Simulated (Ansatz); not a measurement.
# C₂H₆GeO₂: up Jacob's ladder to CCSD(T)

An exercise on one series of results from a longer session: the logs are not shown, and one member is left open.

Program: Ansatz 0.2.0, Gaussian basis. Level of theory: functionals in def2-TZVPP, the program's frozen cores in correlated methods. These are calculated values, not measurements.

Levels to be run: LDA (SPW92), PBE-D4, revPBE-D4, BLYP-D4, r2SCAN-D4, B97M-V, PBE0-D4, B3LYP-D4, r2SCANh-D4, r2SCAN0-D4, HSE06-D4, BHLYP-D4, CAM-B3LYP-D4, LC-ωPBE, ωB97X-V, ωB97M-V, B2PLYP, PBE-QIDH; CCSD(T)/def2-SVP; CCSD(T)/def2-TZVPP; MP2/def2-QZVPP; extrapolation to the limit; RPA on PBE.

## The relaxed structure

All runs share one geometry, relaxed beforehand with PBE0-D4 in a triple-zeta def2 set.

SMILES `C[O][Ge][O]C`, 11 atoms, charge 0, spin multiplicity 1.

Atoms are counted from 1 here; the program's logs count them from 0.

Bond lengths: C1–O2 1.411 Å, C1–H6 1.094 Å, C1–H7 1.094 Å, C1–H8 1.092 Å, O2–Ge3 1.770 Å, Ge3–O4 1.795 Å, O4–C5 1.406 Å, C5–H9 1.094 Å, C5–H10 1.099 Å, C5–H11 1.094 Å. Angles: O2–C1–H6 109.1°, O2–C1–H7 109.2°, O2–C1–H8 112.2°, H6–C1–H7 108.2°, H6–C1–H8 109.1°, H7–C1–H8 109.0°, C1–O2–Ge3 128.4°, O2–Ge3–O4 98.0°, Ge3–O4–C5 121.5°, O4–C5–H9 109.8°, O4–C5–H10 112.9°, O4–C5–H11 109.8°, H9–C5–H10 108.0°, H9–C5–H11 108.2°, H10–C5–H11 108.0°.

Set-up of the first run:

Contents of in.yaml:

```yaml
crystal:
  periodic: [false, false, false]
  atoms:
    - {symbol: C, position_ang: [-0.578073, 0.287666, 2.078219]}
    - {symbol: O, position_ang: [0.738204, -0.161998, 1.841053]}
    - {symbol: Ge, position_ang: [1.522577, -0.497008, 0.289986]}
    - {symbol: O, position_ang: [0.141731, -0.086046, -0.780869]}
    - {symbol: C, position_ang: [0.242027, -0.187394, -2.179491]}
    - {symbol: H, position_ang: [-1.089379, -0.429462, 2.727266]}
    - {symbol: H, position_ang: [-0.541409, 1.250922, 2.595906]}
    - {symbol: H, position_ang: [-1.148452, 0.402361, 1.153815]}
    - {symbol: H, position_ang: [0.061065, 0.790274, -2.636674]}
    - {symbol: H, position_ang: [1.228130, -0.540066, -2.512656]}
    - {symbol: H, position_ang: [-0.511221, -0.886249, -2.555958]}
basis:
  gaussian: {orbitals: def2-TZVPP}
hamiltonian: {xc: lda}
output: {orbitals: {seedname: orbitals}}
```

Steps of the session up to this table: LDA; PBE-D4 (GGA); revPBE-D4 (GGA); BLYP-D4 (GGA); r2SCAN-D4 (meta-GGA); B97M-V (meta-GGA); PBE0-D4 (hybrid); B3LYP-D4 (hybrid); r2SCANh-D4 (hybrid); r2SCAN0-D4 (hybrid); HSE06-D4 (hybrid); BHLYP-D4 (hybrid); CAM-B3LYP-D4 (range-separated); LC-ωPBE-D4 (range-separated; the results give it without D4); ωB97X-V (range-separated); ωB97M-V (range-separated); B2PLYP (double hybrid); PBE-QIDH (double hybrid).

One of the session's tables, all rows but one given; the rest of the session is left out.

It belongs to the step «Frontier levels by functional». 

| functional | HOMO (eV) | LUMO (eV) | gap (eV) |
| --- | --- | --- | --- |
| LDA (SPW92) | -6.37 | -2.41 | 3.96 |
| PBE-D4 | ? | ? | ? |
| revPBE-D4 | -6.11 | -2.11 | 4.00 |
| BLYP-D4 | -6.08 | -2.10 | 3.97 |
| r2SCAN-D4 | -6.47 | -2.15 | 4.32 |
| B97M-V | -6.49 | -2.10 | 4.39 |
| PBE0-D4 | -7.40 | -1.45 | 5.95 |
| B3LYP-D4 | -7.23 | -1.68 | 5.55 |
| r2SCANh-D4 | -6.93 | -1.86 | 5.06 |
| r2SCAN0-D4 | -7.61 | -1.43 | 6.18 |
| HSE06-D4 | -7.00 | -1.83 | 5.18 |
| BHLYP-D4 | -8.52 | -0.64 | 7.88 |
| CAM-B3LYP-D4 | -8.76 | -0.42 | 8.34 |
| LC-ωPBE | -10.01 | 0.72 | 10.73 |
| ωB97X-V | -9.71 | 0.61 | 10.31 |
| ωB97M-V | -9.65 | 0.49 | 10.14 |

Estimate the missing values for PBE-D4.

The run gave: HOMO (eV): -6.18; LUMO (eV): -2.19; gap (eV): 3.99. In the column «HOMO (eV)» it lies between LDA (SPW92) (-6.37) and revPBE-D4 (-6.11).
